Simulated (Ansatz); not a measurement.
# F2GeH2: molecular dynamics

Purpose: to follow the molecule's vibrations and see whether its bonds hold. The start is relaxed first. Runs: 150 steps of 0.25 fs at constant energy (fourth-order Milne integrator), with velocities drawn for 400 K; 150 steps of 0.25 fs under a Langevin thermostat at 300 K. SMILES of the start: [F][GeH2][F].

Method: RKS B3LYP-D4/def2-TZVP, in Ansatz 0.2.0.

### 1 The starting structure

Bond lengths: Ge1–H2 1.550 Å, Ge1–F3 1.680 Å, Ge1–F4 1.679 Å, Ge1–H5 1.549 Å. Angles: H2–Ge1–F3 109.4°, H2–Ge1–F4 109.5°, H2–Ge1–H5 109.5°, F3–Ge1–F4 109.5°, F3–Ge1–H5 109.5°, F4–Ge1–H5 109.5°.

As a file:

```xyz
5

Ge    0.0000    0.0000    0.0000
H     0.0000    0.0000    1.5500
F     1.5842    0.0000   -0.5594
F    -0.7913    1.3709   -0.5594
H    -0.7300   -1.2648   -0.5162
```

### 2 Preparing the start

File input.yaml:

```yaml
crystal:
  periodic: [false, false, false]
  atoms:
    - { symbol: Ge, position_ang: [0.0, 0.0, 0.0] }
    - { symbol: H, position_ang: [0.0, 0.0, 1.55] }
    - { symbol: F, position_ang: [1.5842, 0.0, -0.5594] }
    - { symbol: F, position_ang: [-0.7913, 1.3709, -0.5594] }
    - { symbol: H, position_ang: [-0.73, -1.2648, -0.5162] }
basis:
  gaussian: { orbitals: def2-TZVP }
hamiltonian:
  xc: b3lyp
  dispersion: d4
relax:
  f_tol: 0.02
  max_steps: 40
```

Run with:

```bash
> ansatz run input.yaml --threads 2 --pin off --max-ram 3072MiB --backend cpu --events-out ev --progress --plain --runs-dir out
```

What it wrote (excerpt; [...] marks lines left out):

```text
Warning: RAYON_NUM_THREADS=2 ignored (pool sized by the plan → 2); use --threads N
[...]
Functional definition: B3LYP
[...]
789 factors; their error is unknown
[...]
mean field -61990.12797307 eV, -2278.0951845924 hartree, gradient 2.0e-5 eV, S^2 0.000000; 0 other end points of the search recorded, 0 dependent functions left out
[...]
reference -61990.12816472 eV, -2278.0951916353 hartree; 26, 26 occupied and 96, 96 virtual orbitals, 789 factors
relax step   1: F+E_penalty+E_count = -61990.22447527 eV  Δ(F+E_penalty+E_count) = +0.000e0 eV  max|allowed force component| = 2.282e0 eV/Å  Δτ_max = 0.0000 Å  (24 SCF iters, accepted)
[...]
relax step   4: F+E_penalty+E_count = -61990.38121548 eV  Δ(F+E_penalty+E_count) = -1.251e-2 eV  max|allowed force component| = 2.447e-2 eV/Å  Δτ_max = 0.0378 Å  (28 SCF iters, accepted)
[...]
relax step   5: F+E_penalty+E_count = -61990.38128591 eV  Δ(F+E_penalty+E_count) = -7.043e-5 eV  max|allowed force component| = 5.519e-3 eV/Å  Δτ_max = 0.0026 Å  (22 SCF iters, accepted)
789 factors; their error is unknown
mean field -61990.28554395 eV, -2278.1009752155 hartree, gradient 1.1e-5 eV, S^2 0.000000; 1 other end points of the search recorded, 0 dependent functions left out
[...]
reference -61990.28573577 eV, -2278.1009822648 hartree; 26, 26 occupied and 96, 96 virtual orbitals, 789 factors
Total energy: -61990.38147773 eV, -2278.1045007167 hartree
Atom 0 at    -0.034387    -0.060115     0.049398 Å, force    -0.002649    -0.004717     0.003831 eV/Å
Atom 1 at     0.032539     0.056141     1.571997 Å, force     0.000665     0.001153    -0.000184 eV/Å
Atom 2 at     1.589071    -0.000816    -0.560604 Å, force     0.005519    -0.001209    -0.001211 eV/Å
Atom 3 at    -0.794667     1.375408    -0.560906 Å, force    -0.003842     0.004240    -0.001240 eV/Å
Atom 4 at    -0.729655    -1.264518    -0.584884 Å, force     0.000307     0.000533    -0.001196 eV/Å
Dipole moment:    -0.226536    -0.392303     0.320259 e Å
```

It took 4.1 s on 2 threads of AMD EPYC 9B45 (Zen 5), shared host; peak memory 0.23 GiB.

Step by step:

```csv
step,energy from step 1 (eV),largest force component (eV/Å)
1,0.0000,2.2815
2,-0.1250,0.9502
3,-0.1442,0.3083
4,-0.1567,0.0245
5,-0.1568,0.0055
```

Step 1 is the start.

After: Bond lengths: Ge1–H2 1.528 Å, Ge1–F3 1.735 Å, Ge1–F4 1.735 Å, Ge1–H5 1.528 Å. Angles: H2–Ge1–F3 107.9°, H2–Ge1–F4 107.9°, H2–Ge1–H5 119.6°, F3–Ge1–F4 105.0°, F3–Ge1–H5 107.9°, F4–Ge1–H5 107.9°.

### 3 Run 1

150 steps of 0.25 fs at constant energy (fourth-order milne integrator), with velocities drawn for 400 K, from the relaxed start. H is given a mass of 2.014 u.

File input.yaml:

```yaml
crystal:
  periodic: [false, false, false]
  atoms:
    - { symbol: Ge, position_ang: [-0.034387, -0.060115, 0.049398] }
    - { symbol: H, position_ang: [0.032539, 0.056141, 1.571997] }
    - { symbol: F, position_ang: [1.589071, -0.000816, -0.560604] }
    - { symbol: F, position_ang: [-0.794667, 1.375408, -0.560906] }
    - { symbol: H, position_ang: [-0.729655, -1.264518, -0.584884] }
basis:
  gaussian: { orbitals: def2-TZVP }
hamiltonian:
  xc: b3lyp
  dispersion: d4
md:
  timestep: 0.25
  n_steps: 150
  ensemble: nve_milne
  temperature: 400.0
  initial_velocities: maxwell_boltzmann
  seed: 79048
  masses: [{ species: H, mass: 2.014 }]
```

Run with:

```bash
> ansatz run input.yaml --threads 2 --pin off --max-ram 3072MiB --backend cpu --events-out ev --progress --plain --runs-dir out
```

What it wrote (excerpt; [...] marks lines left out):

```text
Warning: RAYON_NUM_THREADS=2 ignored (pool sized by the plan → 2); use --threads N
[...]
[... 1 set-up line as earlier in the session ...]
[...]
789 factors; their error is unknown
[...]
mean field -61990.28554395 eV, -2278.1009752153 hartree, gradient 5.5e-6 eV, S^2 0.000000; 0 other end points of the search recorded, 0 dependent functions left out
[...]
reference -61990.28573577 eV, -2278.1009822646 hartree; 26, 26 occupied and 96, 96 virtual orbitals, 789 factors
md step     0: t =     0.00 fs  T =   400.0 K  F+E_penalty+E_count = -61990.38128590 eV  E_kin = 0.155112 eV  conserved = -61990.22617391 eV  (26 SCF iters)
[...]
md step    19: t =     4.75 fs  T =   261.8 K  F+E_penalty+E_count = -61990.32768653 eV  E_kin = 0.101513 eV  conserved = -61990.22617401 eV  (23 SCF iters)
[...]
md step    38: t =     9.50 fs  T =   141.8 K  F+E_penalty+E_count = -61990.28116345 eV  E_kin = 0.054989 eV  conserved = -61990.22617401 eV  (22 SCF iters)
[...]
md step    57: t =    14.25 fs  T =    61.9 K  F+E_penalty+E_count = -61990.25017407 eV  E_kin = 0.024000 eV  conserved = -61990.22617401 eV  (20 SCF iters)
[...]
md step    74: t =    18.50 fs  T =   115.9 K  F+E_penalty+E_count = -61990.27110567 eV  E_kin = 0.044932 eV  conserved = -61990.22617409 eV  (20 SCF iters)
md step    75: t =    18.75 fs  T =   125.8 K  F+E_penalty+E_count = -61990.27495247 eV  E_kin = 0.048778 eV  conserved = -61990.22617413 eV  (22 SCF iters)
```

### 4 More of the same log: dynamics from the start

Output, continued (excerpt; [...] marks lines left out):

```text
md step    76: t =    19.00 fs  T =   136.0 K  F+E_penalty+E_count = -61990.27889502 eV  E_kin = 0.052721 eV  conserved = -61990.22617408 eV  (22 SCF iters)
[...]
md step    94: t =    23.50 fs  T =   253.7 K  F+E_penalty+E_count = -61990.32455506 eV  E_kin = 0.098381 eV  conserved = -61990.22617406 eV  (30 SCF iters)
[...]
md step   112: t =    28.00 fs  T =   250.1 K  F+E_penalty+E_count = -61990.32314789 eV  E_kin = 0.096974 eV  conserved = -61990.22617411 eV  (23 SCF iters)
[...]
md step   130: t =    32.50 fs  T =   265.8 K  F+E_penalty+E_count = -61990.32922997 eV  E_kin = 0.103056 eV  conserved = -61990.22617419 eV  (30 SCF iters)
[...]
md step   148: t =    37.00 fs  T =   166.9 K  F+E_penalty+E_count = -61990.29088868 eV  E_kin = 0.064714 eV  conserved = -61990.22617434 eV  (23 SCF iters)
[...]
md step   149: t =    37.25 fs  T =   161.6 K  F+E_penalty+E_count = -61990.28882782 eV  E_kin = 0.062653 eV  conserved = -61990.22617436 eV  (23 SCF iters)
[...]
md step   150: t =    37.50 fs  T =   156.8 K  F+E_penalty+E_count = -61990.28698469 eV  E_kin = 0.060810 eV  conserved = -61990.22617432 eV  (25 SCF iters)
Total energy: -61990.28717560 eV, -2278.1010351776 hartree
Atom 0 at    -0.040107    -0.069753     0.058809 Å, force    -0.123256     0.307178    -1.140644 eV/Å
Atom 1 at     0.084280    -0.069613     1.542991 Å, force    -0.073094     0.333367     0.788551 eV/Å
Atom 2 at     1.572042     0.024732    -0.572056 Å, force     0.090208    -0.006678    -0.030067 eV/Å
Atom 3 at    -0.769458     1.410824    -0.590305 Å, force     0.239577    -1.002701     0.517917 eV/Å
Atom 4 at    -0.652296    -1.366264    -0.509905 Å, force    -0.133435     0.368834    -0.135757 eV/Å
Dipole moment:    -0.249563    -0.405985     0.352139 e Å
```

It took 92 s on 2 threads of AMD EPYC 9B45 (Zen 5), shared host; peak memory 0.24 GiB.

### 5 Frames and traces

One step in 8; energies are changes from step 0:

```csv
time (fs),T (K),potential energy change (meV/atom),total energy change (meV/atom)
0.0,400,0.0,0.00
2.0,367,2.5,0.00
4.0,292,8.4,0.00
6.0,216,14.2,0.00
8.0,165,18.2,0.00
10.0,135,20.6,0.00
12.0,103,23.0,0.00
14.0,66,25.9,0.00
16.0,53,26.9,0.00
18.0,97,23.5,0.00
20.0,177,17.3,0.00
22.0,237,12.6,0.00
24.0,255,11.3,0.00
26.0,250,11.7,0.00
28.0,250,11.6,0.00
30.0,262,10.7,0.00
32.0,268,10.2,0.00
34.0,244,12.1,0.00
36.0,192,16.1,0.00
37.5,157,18.9,0.00
```

time (fs), T (K) and a bar:
```
      0.0        400 ##############################
      1.8        375 ############################
      3.2        323 #######################
      5.0        252 #################
      6.5        201 #############
      8.2        161 #########
      9.8        138 #######
     11.5        112 #####
     13.0         84 ##
     14.8         56 
     16.2         55 
     18.0         97 ####
     19.5        157 #########
     21.2        219 ##############
     22.8        248 #################
     24.5        254 #################
     26.0        250 #################
     27.8        249 #################
     29.2        257 ##################
     31.0        268 ###################
     32.5        266 ##################
     34.2        239 ################
     35.8        199 #############
     37.5        157 #########
```

### 6 Frames from the trajectory

Extended XYZ, with forces in eV/Å:

```xyz
5
time_fs=4.8 T=262 dE=0.0536
Ge   -0.034   -0.060    0.052    0.090   -0.176    0.806
H    -0.057    0.115    1.621    0.173   -0.251   -0.774
F     1.584    0.005   -0.573    0.028   -0.039    0.163
F    -0.781    1.356   -0.556   -0.305    0.713   -0.285
H    -0.746   -1.208   -0.646    0.014   -0.246    0.090
5
time_fs=9.5 T=142 dE=0.1001
Ge   -0.033   -0.060    0.056   -0.011   -0.536    0.349
H    -0.128    0.149    1.596    0.321   -0.339   -0.417
F     1.580    0.010   -0.583    0.054   -0.069    0.285
F    -0.771    1.344   -0.554   -0.498    1.181   -0.474
H    -0.761   -1.177   -0.696    0.134   -0.237    0.257
5
time_fs=14.0 T=66 dE=0.1296
Ge   -0.032   -0.061    0.061   -0.139   -0.669   -0.920
H    -0.165    0.149    1.537    0.330   -0.234    0.660
F     1.576    0.014   -0.590    0.071   -0.084    0.360
F    -0.766    1.345   -0.558   -0.475    1.152   -0.459
H    -0.761   -1.170   -0.719    0.213   -0.165    0.357
5
time_fs=18.8 T=126 dE=0.1063
Ge   -0.032   -0.065    0.064   -0.273   -0.181   -1.200
H    -0.169    0.124    1.536    0.316   -0.162    0.761
F     1.573    0.017   -0.594    0.089   -0.077    0.382
F    -0.767    1.358   -0.566   -0.248    0.633   -0.210
H    -0.741   -1.181   -0.708    0.116   -0.213    0.267
5
time_fs=23.5 T=254 dE=0.0567
Ge   -0.032   -0.068    0.063   -0.399    0.545   -0.173
H    -0.139    0.080    1.605    0.311   -0.148   -0.390
F     1.571    0.020   -0.593    0.106   -0.053    0.340
F    -0.770    1.378   -0.577    0.036   -0.086    0.129
H    -0.709   -1.215   -0.668   -0.054   -0.258    0.095
5
time_fs=28.0 T=250 dE=0.0581
Ge   -0.034   -0.071    0.062   -0.432    0.741    0.157
H    -0.081    0.026    1.639    0.189   -0.011   -0.831
F     1.570    0.022   -0.588    0.104   -0.027    0.255
F    -0.772    1.397   -0.586    0.229   -0.656    0.382
H    -0.683   -1.271   -0.620   -0.090   -0.047    0.038
5
time_fs=32.8 T=264 dE=0.0529
Ge   -0.036   -0.071    0.061   -0.356    0.502   -0.488
H     0.000   -0.032    1.598    0.021    0.198   -0.167
F     1.571    0.023   -0.581    0.093   -0.009    0.128
F    -0.772    1.409   -0.591    0.303   -0.988    0.520
H    -0.664   -1.333   -0.565   -0.060    0.298    0.007
5
time_fs=37.5 T=157 dE=0.0943
Ge   -0.040   -0.070    0.059   -0.123    0.307   -1.141
H     0.084   -0.070    1.543   -0.073    0.333    0.789
F     1.572    0.025   -0.572    0.090   -0.007   -0.030
F    -0.769    1.411   -0.590    0.240   -1.003    0.518
H    -0.652   -1.366   -0.510   -0.133    0.369   -0.136
```

On run 1: The temperature starts at 400 K and averages 232 K in the second half, where it ranges from 126 to 269 K. About half is expected from a start at a minimum: kinetic energy passes into potential energy until both shares match. The total energy strays from its start by at most 0.00 meV/atom, under 0.1 % of the mean kinetic energy, which is good for a step of 0.25 fs. The bonds all hold.

### 7 Run 2

150 steps of 0.25 fs under a Langevin thermostat at 300 K, starting from the last frame of an earlier run, with new velocities.

File input.yaml:

```yaml
crystal:
  periodic: [false, false, false]
  atoms:
    - { symbol: Ge, position_ang: [-0.040107, -0.069753, 0.058809] }
    - { symbol: H, position_ang: [0.08428, -0.069613, 1.542991] }
    - { symbol: F, position_ang: [1.572042, 0.024732, -0.572056] }
    - { symbol: F, position_ang: [-0.769458, 1.410824, -0.590305] }
    - { symbol: H, position_ang: [-0.652296, -1.366264, -0.509905] }
basis:
  gaussian: { orbitals: def2-TZVP }
hamiltonian:
  xc: b3lyp
  dispersion: d4
md:
  timestep: 0.25
  n_steps: 150
  ensemble: nvt_langevin
  temperature: 300.0
  initial_velocities: maxwell_boltzmann
  seed: 483836
  friction: 0.005
```

Run with:

```bash
> ansatz run input.yaml --threads 2 --pin off --max-ram 3072MiB --backend cpu --events-out ev --progress --plain --runs-dir out
```

What it wrote (excerpt; [...] marks lines left out):

```text
Warning: RAYON_NUM_THREADS=2 ignored (pool sized by the plan → 2); use --threads N
[...]
[... 1 set-up line as earlier in the session ...]
[...]
789 factors; their error is unknown
[...]
mean field -61990.19128683 eV, -2278.0975113302 hartree, gradient 6.7e-5 eV, S^2 0.000000; 0 other end points of the search recorded, 0 dependent functions left out
[...]
reference -61990.19147721 eV, -2278.0975183265 hartree; 26, 26 occupied and 96, 96 virtual orbitals, 789 factors
md step     0: t =     0.00 fs  T =   240.0 K  F+E_penalty+E_count = -61990.28697942 eV  E_kin = 0.155112 eV  (24 SCF iters)
[...]
md step    19: t =     4.75 fs  T =   192.3 K  F+E_penalty+E_count = -61990.25090558 eV  E_kin = 0.124272 eV  (30 SCF iters)
[...]
md step    38: t =     9.50 fs  T =   234.6 K  F+E_penalty+E_count = -61990.29994357 eV  E_kin = 0.151606 eV  (28 SCF iters)
[...]
md step    57: t =    14.25 fs  T =   196.4 K  F+E_penalty+E_count = -61990.26920414 eV  E_kin = 0.126924 eV  (30 SCF iters)
[...]
md step    74: t =    18.50 fs  T =   239.9 K  F+E_penalty+E_count = -61990.28925650 eV  E_kin = 0.155079 eV  (30 SCF iters)
md step    75: t =    18.75 fs  T =   248.2 K  F+E_penalty+E_count = -61990.28719426 eV  E_kin = 0.160407 eV  (30 SCF iters)
```

### 8 The output, continued: dynamics from the last frame of an earlier run

The log, continued (excerpt; [...] marks lines left out):

```text
md step    76: t =    19.00 fs  T =   247.9 K  F+E_penalty+E_count = -61990.28510008 eV  E_kin = 0.160204 eV  (30 SCF iters)
[...]
md step    94: t =    23.50 fs  T =   305.9 K  F+E_penalty+E_count = -61990.32286804 eV  E_kin = 0.197711 eV  (30 SCF iters)
[...]
md step   112: t =    28.00 fs  T =   370.1 K  F+E_penalty+E_count = -61990.31036223 eV  E_kin = 0.239173 eV  (29 SCF iters)
[...]
md step   130: t =    32.50 fs  T =   304.0 K  F+E_penalty+E_count = -61990.28991399 eV  E_kin = 0.196461 eV  (30 SCF iters)
[...]
md step   148: t =    37.00 fs  T =   173.7 K  F+E_penalty+E_count = -61990.19404513 eV  E_kin = 0.112249 eV  (23 SCF iters)
[...]
md step   149: t =    37.25 fs  T =   175.0 K  F+E_penalty+E_count = -61990.19604047 eV  E_kin = 0.113102 eV  (23 SCF iters)
[...]
md step   150: t =    37.50 fs  T =   178.6 K  F+E_penalty+E_count = -61990.19849453 eV  E_kin = 0.115423 eV  (25 SCF iters)
Total energy: -61990.19868695 eV, -2278.0977832797 hartree
Atom 0 at     0.010259    -0.060471     0.085133 Å, force    -0.390208    -0.798969     1.860742 eV/Å
Atom 1 at     0.428420     0.043408     1.632933 Å, force    -0.634398     0.302152    -0.964305 eV/Å
Atom 2 at     1.567984    -0.033230    -0.606749 Å, force     0.707816     0.100486    -0.818869 eV/Å
Atom 3 at    -0.951958     1.202637    -0.591344 Å, force     0.139151     0.382767     0.062631 eV/Å
Atom 4 at    -0.782951    -1.328950    -0.264374 Å, force     0.177638     0.013564    -0.140199 eV/Å
Dipole moment:    -0.148398    -0.286370     0.295307 e Å
```

Wall time 96 s (2 threads of AMD EPYC 9B45 (Zen 5), shared host); peak memory 0.25 GiB.

### 9 What the atoms did

One step in 6; energies are changes from step 0:

```csv
time (fs),T (K),potential energy change (meV/atom)
0.0,240,0.0
1.5,258,-3.2
3.0,224,0.5
4.5,195,6.5
6.0,200,8.3
7.5,210,4.3
9.0,237,-1.6
10.5,243,-2.4
12.0,205,2.4
13.5,184,4.8
15.0,228,1.2
16.5,255,-2.5
18.0,251,-1.4
19.5,239,1.1
21.0,239,1.2
22.5,285,-3.2
24.0,323,-8.8
25.5,360,-9.9
27.0,345,-6.3
28.5,366,-4.6
30.0,386,-6.3
31.5,337,-5.0
33.0,279,2.5
34.5,213,12.4
36.0,169,18.6
37.5,179,17.7
```

time (fs), T (K) and a bar:
```
      0.0        240 ##########
      1.8        242 ##########
      3.2        218 ######
      5.0        183 #
      6.5        199 ####
      8.2        264 #############
      9.8        241 ##########
     11.5        223 #######
     13.0        182 #
     14.8        216 ######
     16.2        244 ##########
     18.0        251 ###########
     19.5        239 #########
     21.2        236 #########
     22.8        294 ##################
     24.5        344 #########################
     26.0        352 ##########################
     27.8        356 ###########################
     29.2        378 ##############################
     31.0        361 ############################
     32.5        304 ###################
     34.2        224 #######
     35.8        174 
     37.5        179 #
```

### 10 Positions and forces

Positions (Å) and forces (eV/Å):

```xyz
5
time_fs=4.8 T=192 dE=0.0361
Ge   -0.039   -0.070    0.064    0.670    1.061    0.470
H     0.035    0.021    1.665   -0.105    0.079   -1.156
F     1.585    0.023   -0.598   -0.385    0.058    0.346
F    -0.787    1.402   -0.594    0.283   -1.074    0.500
H    -0.548   -1.355   -0.546   -0.463   -0.125   -0.160
5
time_fs=9.5 T=235 dE=-0.0130
Ge   -0.034   -0.069    0.070    0.568    0.636   -0.790
H    -0.032    0.141    1.597    0.076   -0.117   -0.246
F     1.593    0.018   -0.614   -0.588    0.071    0.542
F    -0.804    1.378   -0.592    0.216   -0.817    0.294
H    -0.534   -1.365   -0.592   -0.272    0.228    0.200
5
time_fs=14.0 T=186 dE=0.0207
Ge   -0.028   -0.068    0.073    0.457    0.266   -1.995
H    -0.068    0.249    1.507    0.193   -0.062    1.207
F     1.596    0.013   -0.620   -0.611    0.022    0.552
F    -0.820    1.350   -0.588    0.075   -0.425   -0.029
H    -0.577   -1.351   -0.577   -0.115    0.199    0.265
5
time_fs=18.8 T=248 dE=-0.0002
Ge   -0.020   -0.066    0.074    0.250    0.698    0.392
H    -0.069    0.340    1.595    0.303   -0.576   -0.611
F     1.592    0.004   -0.615   -0.405   -0.010    0.394
F    -0.840    1.315   -0.582   -0.079    0.051   -0.305
H    -0.647   -1.316   -0.523   -0.070   -0.164    0.130
5
time_fs=23.5 T=306 dE=-0.0359
Ge   -0.010   -0.062    0.077   -0.128    0.102    0.601
H     0.009    0.326    1.584    0.235   -0.427   -0.355
F     1.581   -0.006   -0.611   -0.018   -0.026    0.091
F    -0.864    1.279   -0.578   -0.221    0.484   -0.449
H    -0.729   -1.299   -0.459    0.132   -0.132    0.111
5
time_fs=28.0 T=370 dE=-0.0234
Ge    0.000   -0.059    0.080   -0.716   -0.760   -0.523
H     0.148    0.218    1.514    0.163    0.145    1.215
F     1.571   -0.012   -0.604    0.510   -0.007   -0.364
F    -0.892    1.251   -0.576   -0.222    0.660   -0.364
H    -0.780   -1.295   -0.392    0.265   -0.037    0.036
5
time_fs=32.8 T=296 dE=0.0045
Ge    0.007   -0.060    0.081   -0.480   -0.586    1.563
H     0.327    0.105    1.606   -0.346    0.161   -0.529
F     1.567   -0.021   -0.601    0.797    0.042   -0.736
F    -0.921    1.223   -0.583   -0.081    0.612   -0.141
H    -0.793   -1.296   -0.305    0.111   -0.229   -0.157
5
time_fs=37.5 T=179 dE=0.0885
Ge    0.010   -0.060    0.085   -0.390   -0.799    1.861
H     0.428    0.043    1.633   -0.634    0.302   -0.964
F     1.568   -0.033   -0.607    0.708    0.101   -0.819
F    -0.952    1.203   -0.591    0.139    0.383    0.063
H    -0.783   -1.329   -0.264    0.178    0.014   -0.140
```

On run 2: Against a set 300 K the second half averages 290 K with a spread of 70 K. No bond forms or breaks.

### 11 What came out

| quantity | value |
| --- | --- |
| relaxation of the start | 4 moves, 0.157 eV lower |
| run 1: length | 150 steps of 0.25 fs |
| run 1: temperature, first and last step | 400 and 157 K |
| run 1: temperature, second half | mean 232 K, from 126 to 269 K |
| run 1: potential energy, second half | +13 meV/atom from this run's first step |
| run 1: largest change of the total energy | 0.00 meV/atom |
| run 1: bonds formed or broken | 0 |
| run 2: length | 150 steps of 0.25 fs |
| run 2: temperature, first and last step | 240 and 179 K |
| run 2: temperature, second half | mean 290 K, from 165 to 392 K |
| run 2: potential energy, second half | +0 meV/atom from this run's first step |
| run 2: bonds formed or broken | 0 |

Mean temperatures of the second halves: 232 K, 290 K. No bond formed or broke in any run. 38 fs on 5 atoms is far too short and small for converged averages. The nuclei move classically, without zero-point motion, which matters most for hydrogen.
